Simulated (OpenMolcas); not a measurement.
**CH5BFN (SMILES CB(N)F): a chain of runs**

We compute a single-point energy (HF/ANO-R0), then a single-point energy (CASSCF(2,2)/ANO-R1), then an energy scan (CASPT2(2,2)/ANO-R1), then an energy scan (SC-NEVPT2(2,2)/ANO-R1), then the energy along one coordinate (MC-PDFT[tPBE](2,2)/ANO-R1) of CH5BFN. 

Program for the calculation: OpenMolcas 26.06.

**1. Starting point**

The species is CH5BFN (9 atoms), meant as a singlet with charge 0. SMILES: `CB(N)F`. The coordinates come from a PBE0-D4/def2-TZVP relaxation.

Bond lengths: C1–B2 1.566 Å, B2–N3 1.396 Å, B2–F4 1.347 Å, C1–H5 1.094 Å, C1–H6 1.091 Å, C1–H7 1.094 Å, N3–H8 1.006 Å, N3–H9 1.003 Å. Some angles: C1–B2–N3 124.5°, C1–B2–F4 118.6°, N3–B2–F4 116.9°, B2–C1–H5 110.2°, B2–C1–H6 113.8°, B2–C1–H7 110.2°, B2–N3–H8 122.4°, B2–N3–H9 123.0°, H5–C1–H6 108.1°, H5–C1–H7 106.2°.

**2. A single-point energy at HF/ANO-R0 (sfX2C) (run 1)**

Input file input.xyz:

```xyz
9

C     -0.428400     0.964700    -0.539000
B      0.098200    -0.482300    -0.251400
N      0.546200    -0.928100     0.993800
F      0.128500    -1.370900    -1.263800
H      0.176600     1.438400    -1.318100
H     -0.424000     1.616300     0.336600
H     -1.450400     0.924300    -0.928000
H      0.878700    -1.865200     1.143700
H      0.563100    -0.343500     1.809000
```

Input file step1.input:

```
>>> EXPORT MOLCAS_PRINT=2

&GATEWAY
 COORD=input.xyz
 BASIS=ANO-R0
 GROUP=NoSym

&SEWARD

&SCF
 PRORBITALS=0

&LOCALISATION
 OCCUPIED
 FREEZE
 PIPEK-MEZEY

&LOCALISATION
 FILEORB=$Project.LocOrb
 VIRTUAL
 PIPEK-MEZEY
```

Started as:

```
$ export MOLCAS_MEM=1860
$ pymolcas step1.input > step1.log
```

Output:

```text
--- Start Module: gateway ---
[...]
--- Stop Module: gateway /rc=_RC_ALL_IS_WELL_ ---
[...]
      Basis functions           25
[...]
       Convergence after  11 Iterations
[...]
::    Total SCF energy                               -219.0245825246
[...]
      Total spin, S                                     0.0000000000
[...]
      Total electronic charge=   32.000000
      Total            charge=   -0.000000
[...]
      Dipole Moment (debye):
      Origin of the operator (angstrom)=    0.0945   -0.5076   -0.2994
                   X=  5.8115E-01               Y= -4.9247E-01               Z=  1.7207E+00           Total=  1.8818E+00
      Quadrupole Moment (debye*angstrom):
[...]
--- Start Module: localisation ---
[...]
--- Stop Module: localisation /rc=_RC_ALL_IS_WELL_ ---
--- Start Module: localisation ---
[...]
--- Stop Module: localisation /rc=_RC_ALL_IS_WELL_ ---
[...]
```

It took 1.8 s on 1 thread of Intel Xeon 6975P-C (Granite Rapids), shared host; peak memory 0.38 GiB.

**3. A single-point energy at CASSCF(2,2)/ANO-R1 (sfX2C, RICD fitting) (run 2)**

input.xyz is that of step 2.

Input file step2.input:

```
&GATEWAY
Coord=input.xyz
Basis=ANO-R0
Group=NoSym
&SEWARD
&RASSCF
FileOrb=$CurrDir/step1.LocOrb
Alter=2
1 12 16
1 17 23
Spin=1
Nactel=2 0 0
Inactive=15
Ras2=2
OrbListing=Nothing
>>> COPY $Project.RunFile RUNFIL1
>>> COPY $Project.RasOrb INPORB
&GATEWAY
Coord=input.xyz
Basis=ANO-R1
Group=NoSym
RICD
&SEWARD
>>> COPY $Project.RunFile RUNFIL2
&EXPBAS
&RASSCF
FileOrb=$Project.ExpOrb
Spin=1
Nactel=2 0 0
Inactive=15
Ras2=2
OrbListing=Nothing
```

Started as:

```
$ export MOLCAS_MEM=1860
$ pymolcas step2.input > step2.log
```

Output:

```text
--- Start Module: gateway ---
[...]
--- Stop Module: gateway /rc=_RC_ALL_IS_WELL_ ---
[...]
      Basis functions           25
[...]
      Number of active orbitals                  2
[...]
      Spin quantum number                      0.0
[...]
      Active orbitals                            2
[...]
      Number of CSFs                             3
[...]
      Number of root(s) required                 1
[...]
      Convergence after 11 iterations
[...]
      printout of CI-coefficients larger than  0.05 for root  1
      energy=    -219.038196
      conf/sym  11     Coeff  Weight
             1  20   0.99649 0.99299
             3  02  -0.08370 0.00701
      Natural orbitals and occupation numbers for root  1
      sym 1:   1.985989   0.014011
      ************************************************************************************************************************
      *                                                    Final results                                                     *
[...]
::    RASSCF root number  1 Total energy:   -219.03819591
[...]
      Basis functions           81
[...]
--- Start Module: expbas ---
[...]
--- Stop Module: expbas /rc=_RC_ALL_IS_WELL_ ---
--- Start Module: rasscf ---
[...]
      Convergence after 19 iterations
[...]
      Natural orbitals and occupation numbers for root  1
      sym 1:   1.987718   0.012282
      ************************************************************************************************************************
      *                                                    Final results                                                     *
[...]
::    RASSCF root number  1 Total energy:   -219.70605703
[...]
      Total electronic charge=   32.000000
      Total            charge=   -0.000000
[...]
      Dipole Moment (debye):
      Origin of the operator (angstrom)=    0.0945   -0.5076   -0.2994
                   X=  3.3659E-01               Y=  5.5845E-01               Z=  2.0742E+00           Total=  2.1743E+00
      Quadrupole Moment (debye*angstrom):
[...]
--- Stop Module: rasscf /rc=_RC_ALL_IS_WELL_ ---
[...]
```

Run time: 5.7 s. Hardware: 1 thread of Intel Xeon 6975P-C (Granite Rapids), shared host; peak memory 0.38 GiB.

**4. An energy scan at CASPT2(2,2)/ANO-R1 (sfX2C, RICD fitting, ipea shift 0.25 Eh, pt2 variant SS) (run 3)**

Input file step3.inp:

```
>>> COPY $CurrDir/step2.RasOrb $Project.RasOrb
>>> ForEach K in (1, 2, 3, 4, 5, 6, 7, 8, 9)
&GATEWAY
Coord = $CurrDir/point$K.xyz
Basis = ANO-R1
Group = NoSym
RICD
&SEWARD
&RASSCF
FileOrb = $Project.RasOrb
Spin = 1
Nactel = 2 0 0
Inactive = 15
Ras2 = 2
OrbListing = Nothing
&CASPT2
Imaginary = 0.2
Frozen = 4
>>> EndDo
```

Started as:

```
$ export MOLCAS_MEM=1860
$ pymolcas step3.inp > step3.log
```

Output:

```text
[...]
      Basis functions           81
[...]
      Number of active orbitals                  2
[...]
      Spin quantum number                      0.0
[...]
      Active orbitals                            2
[...]
      Number of CSFs                             3
[...]
      Number of root(s) required                 1
[...]
      Convergence after 10 iterations
[...]
      Natural orbitals and occupation numbers for root  1
      sym 1:   1.991947   0.008053
      ************************************************************************************************************************
      *                                                    Final results                                                     *
[...]
::    RASSCF root number  1 Total energy:   -219.68328089
[...]
::    CASPT2 Root  1     Total energy:   -220.26567319
[...]
      Convergence after 11 iterations
[...]
      Natural orbitals and occupation numbers for root  1
      sym 1:   1.987734   0.012266
      ************************************************************************************************************************
      *                                                    Final results                                                     *
[...]
      Convergence after 18 iterations
[...]
      Natural orbitals and occupation numbers for root  1
      sym 1:   1.870827   0.129173
      ************************************************************************************************************************
      *                                                    Final results                                                     *
[...]
      Convergence after 16 iterations
[...]
      Natural orbitals and occupation numbers for root  1
      sym 1:   1.680703   0.319297
      ************************************************************************************************************************
      *                                                    Final results                                                     *
[...]
      Convergence after 19 iterations
[...]
      Natural orbitals and occupation numbers for root  1
      sym 1:   1.356309   0.643691
      ************************************************************************************************************************
      *                                                    Final results                                                     *
[...]
::    RASSCF root number  1 Total energy:   -219.48899546
[...]
::    CASPT2 Root  1     Total energy:   -220.02489026
[...]
      Convergence after 18 iterations
[...]
::    RASSCF root number  1 Total energy:   -219.48270831
[...]
::    CASPT2 Root  1     Total energy:   -220.01423599
[...]
```

Wall time 35 s (1 thread of Intel Xeon 6975P-C (Granite Rapids), shared host); peak memory 0.082 GiB.

The scan, from its lowest point:

| F4–B2 (Å) | energy (kJ/mol) |
| --- | --- |
| 1.213 | 55.7 |
| 1.347 | 0.0 |
| 1.482 | 29.3 |
| 1.684 | 135.6 |
| 1.954 | 297.8 |
| 2.291 | 466.0 |
| 2.695 | 602.6 |
| 3.234 | 687.9 |
| 4.042 | 715.9 |

**5. An energy scan at SC-NEVPT2(2,2)/ANO-R1 (sfX2C, RICD fitting, pt2 variant SC-NEVPT2) (run 4)**

Input file step4.inp:

```
>>> COPY $CurrDir/step2.RasOrb $Project.RasOrb
>>> ForEach K in (1, 2, 3, 4, 5, 6, 7, 8, 9)
&GATEWAY
COORD
$CurrDir/point$K.xyz
BASIS
ANO-R1
GROUP
NoSym
RICD
&SEWARD
&RASSCF
FILEORB
$Project.RasOrb
SPIN
1
NACTEL
2 0 0
INACTIVE
15
RAS2
2
ORBLISTING
Nothing
&CASPT2
SC-NEVPT2
FROZEN
4
>>> EndDo
```

Started as:

```
$ export MOLCAS_MEM=1860
$ pymolcas step4.inp > step4.log
```

Output:

```text
[...]
      Basis functions           81
[...]
      Number of active orbitals                  2
[...]
      Spin quantum number                      0.0
[...]
      Active orbitals                            2
[...]
      Number of CSFs                             3
[...]
      Number of root(s) required                 1
[...]
      Convergence after 10 iterations
[...]
      printout of CI-coefficients larger than  0.05 for root  1
      energy=    -219.683281
      conf/sym  11     Coeff  Weight
             1  20   0.99798 0.99597
             3  02  -0.06346 0.00403
      Natural orbitals and occupation numbers for root  1
      sym 1:   1.991947   0.008053
      ************************************************************************************************************************
      *                                                    Final results                                                     *
[...]
::    RASSCF root number  1 Total energy:   -219.68328089
[...]
      E2 (Variational):          -0.5799865861
[...]
::    SC-NEVPT2 Root  1     Total energy:   -220.26318552
[...]
      Convergence after 11 iterations
[...]
      Natural orbitals and occupation numbers for root  1
      sym 1:   1.987734   0.012266
      ************************************************************************************************************************
      *                                                    Final results                                                     *
[...]
      Convergence after 18 iterations
[...]
      Natural orbitals and occupation numbers for root  1
      sym 1:   1.870827   0.129173
      ************************************************************************************************************************
      *                                                    Final results                                                     *
[...]
      Convergence after 16 iterations
[...]
      Natural orbitals and occupation numbers for root  1
      sym 1:   1.680703   0.319297
      ************************************************************************************************************************
      *                                                    Final results                                                     *
[...]
      Convergence after 19 iterations
[...]
::    RASSCF root number  1 Total energy:   -219.48899546
[...]
::    SC-NEVPT2 Root  1     Total energy:   -220.02031344
[...]
      Convergence after 18 iterations
[...]
::    RASSCF root number  1 Total energy:   -219.48270831
[...]
      E2 (Variational):          -0.5272254041
[...]
      Reference weight:           0.86237
[...]
::    SC-NEVPT2 Root  1     Total energy:   -220.00993371
[...]
```

Run time: 33 s. Hardware: 1 thread of Intel Xeon 6975P-C (Granite Rapids), shared host; peak memory 0.082 GiB.

The scan, from its lowest point:

| F4–B2 (Å) | energy (kJ/mol) |
| --- | --- |
| 1.213 | 60.2 |
| 1.347 | 0.0 |
| 1.482 | 25.0 |
| 1.684 | 126.7 |
| 1.954 | 287.3 |
| 2.291 | 460.5 |
| 2.695 | 607.9 |
| 3.234 | 697.8 |
| 4.042 | 725.1 |

**6. The energy along one coordinate at MC-PDFT[tPBE](2,2)/ANO-R1 (sfX2C, RICD fitting) (run 5)**

Input file step5.inp:

```
* CH5BFN MC-PDFT
>>> EXPORT MOLCAS_PRINT=2
>>> COPY $CurrDir/step2.RasOrb $Project.RasOrb
>>> ForEach K in (1, 2, 3, 4, 5, 6, 7, 8, 9)

&GATEWAY
  Coord
  $CurrDir/point$K.xyz
  Basis
  ANO-R1
  Group
  NoSym
  RICD

&SEWARD

&RASSCF
  FileOrb
  $Project.RasOrb
  Spin
  1
  Nactel
  2 0 0
  Inactive
  15
  Ras2
  2
  OrbListing
  Nothing

&MCPDFT
  KSDFT
  T:PBE
>>> EndDo
```

Started as:

```
$ export MOLCAS_MEM=1860
$ pymolcas step5.inp > step5.log
```

Output:

```text
--- Start Module: gateway ---
[...]
      Basis functions           81
[...]
      Number of active orbitals                  2
[...]
      Spin quantum number                      0.0
[...]
      Active orbitals                            2
[...]
      Number of CSFs                             3
[...]
      Number of root(s) required                 1
[...]
      Convergence after 10 iterations
[...]
      printout of CI-coefficients larger than  0.05 for root  1
      energy=    -219.683281
      conf/sym  11     Coeff  Weight
             1  20   0.99798 0.99597
             3  02  -0.06346 0.00403
      Natural orbitals and occupation numbers for root  1
      sym 1:   1.991947   0.008053
      ************************************************************************************************************************
      *                                                    Final results                                                     *
[...]
::    RASSCF root number  1 Total energy:   -219.68328089
[...]
::    MCPDFT root number  1 Total energy:   -220.56754986
[...]
      Convergence after 11 iterations
[...]
      Natural orbitals and occupation numbers for root  1
      sym 1:   1.987734   0.012266
      ************************************************************************************************************************
      *                                                    Final results                                                     *
[...]
      Convergence after 18 iterations
[...]
      Natural orbitals and occupation numbers for root  1
      sym 1:   1.870827   0.129173
      ************************************************************************************************************************
      *                                                    Final results                                                     *
[...]
      Convergence after 16 iterations
[...]
      Natural orbitals and occupation numbers for root  1
      sym 1:   1.680703   0.319297
      ************************************************************************************************************************
      *                                                    Final results                                                     *
[...]
      Convergence after 19 iterations
[...]
::    RASSCF root number  1 Total energy:   -219.48899546
[...]
::    MCPDFT root number  1 Total energy:   -220.33375719
[...]
      Convergence after 18 iterations
[...]
::    RASSCF root number  1 Total energy:   -219.48270831
[...]
      Total electronic charge=   32.000000
      Total            charge=   -0.000000
[...]
::    MCPDFT root number  1 Total energy:   -220.31753718
[...]
```

Wall time 38 s (1 thread of Intel Xeon 6975P-C (Granite Rapids), shared host); peak memory 0.082 GiB.

The scan, from its lowest point:

| F4–B2 (Å) | energy (kJ/mol) |
| --- | --- |
| 1.213 | 59.6 |
| 1.347 | 0.0 |
| 1.482 | 21.5 |
| 1.684 | 112.1 |
| 1.954 | 251.7 |
| 2.291 | 402.4 |
| 2.695 | 551.1 |
| 3.234 | 673.4 |
| 4.042 | 716.0 |

**7. Results**

| quantity | value |
| --- | --- |
| run 1, HF/ANO-R0: total energy | -219.02458 Eh |
| run 1, HF/ANO-R0: dipole moment | 1.88 D |
| run 1, HF/ANO-R0: HOMO energy | -12.26 eV |
| run 1, HF/ANO-R0: LUMO energy | 5.17 eV |
| run 1, HF/ANO-R0: HOMO–LUMO gap | 17.43 eV |
| run 2, CASSCF(2,2)/ANO-R1: total energy | -219.70606 Eh |
| run 2, CASSCF(2,2)/ANO-R1: dipole moment (CASSCF density) | 2.17 D |
| run 3, CASPT2(2,2)/ANO-R1: lowest energy of the scan | -220.28691 Eh |
| run 4, SC-NEVPT2(2,2)/ANO-R1: lowest energy of the scan | -220.28611 Eh |
| run 5, MC-PDFT[tPBE](2,2)/ANO-R1: lowest energy of the scan | -220.59024 Eh |

What this shows: Mulliken charges (run 1, HF/ANO-R0) run from -1.00 on C1 to +0.52 on B2; they depend strongly on the basis. Mulliken charges (run 2, CASSCF(2,2)/ANO-R1) run from -0.38 on N3 to +0.41 on B2.
